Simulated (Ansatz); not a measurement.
Write a Python script for Ansatz 0.2.0, Python API that makes a single point in a Gaussian basis of C2H10GeNSi (charge -1), SMILES C[NH][GeH-][CH2][SiH3]. Level of theory: Hartree-Fock, def2-SVP basis, multiplicity 1.

Contents of `c2h10gensi.xyz`:
```text
15

C     2.65760   -0.42140   -0.13650
N     1.37650    0.27060   -0.22760
Ge    0.16740   -0.54390    0.94520
C    -1.51980    0.42290    0.91320
Si   -2.24380    0.36040   -0.80640
H     3.05800   -0.38030    0.90070
H     2.54540   -1.47990   -0.45550
H     3.38750    0.06730   -0.81570
H     1.51690    1.24860    0.11450
H    -0.07140   -2.01160    0.50800
H    -1.34570    1.47940    1.20290
H    -2.22690   -0.04540    1.62810
H    -2.46940   -1.04040   -1.19240
H    -1.31030    0.98700   -1.75420
H    -3.52200    1.08680   -0.82430
```

`energy.py`
```python
import sys

import ansatz

BASIS_SET = 'def2-SVP'
XC = 'hf'
NET_CHARGE = -1

geometry = ansatz.Crystal.molecule_from_extxyz('c2h10gensi.xyz')

job = (
    geometry.calculation()
    .basis(gaussian=BASIS_SET)
    .functional(XC)
    .charge(NET_CHARGE)
)
try:
    summary = job.run().report
except ansatz.AnsatzError as error:
    sys.exit(f'{type(error).__name__}: {error}')

print('reference energy %16.6f eV' % summary['reference_energy_ev'])
print('total energy     %16.6f eV' % summary['free_energy_ev'])
print('occupied orbitals outside the frozen core (up, down):', summary['n_occupied'], ' frozen:', summary['n_frozen'], ' virtual:', summary['n_virtual'])

state = summary['mean_field']['state']
print(f'mean field: {state["energy"]["hartree"]:.7f} Ha, <S^2> = {abs(state["spin_squared"]):.4f}, stability: {state.get("stability", {}).get("kind")}')
```

Output of `python energy.py`:
```text
reference energy    -68022.701688 eV
total energy        -68022.701688 eV
occupied orbitals outside the frozen core (up, down): [38, 38]  frozen: 0  virtual: [104, 104]
mean field: -2499.7881796 Ha, <S^2> = 0.0000, stability: minimum
```

Total energies depend on the basis set; only differences at equal settings carry meaning. The geometry is a force-field or estimated start, not a minimum of this method, and the basis set is short of its limit. Anions want diffuse functions, which this basis lacks. Finished in 6.9 s on 1 thread of Arm Neoverse N1 (shared host), peak memory 0.37 GiB.
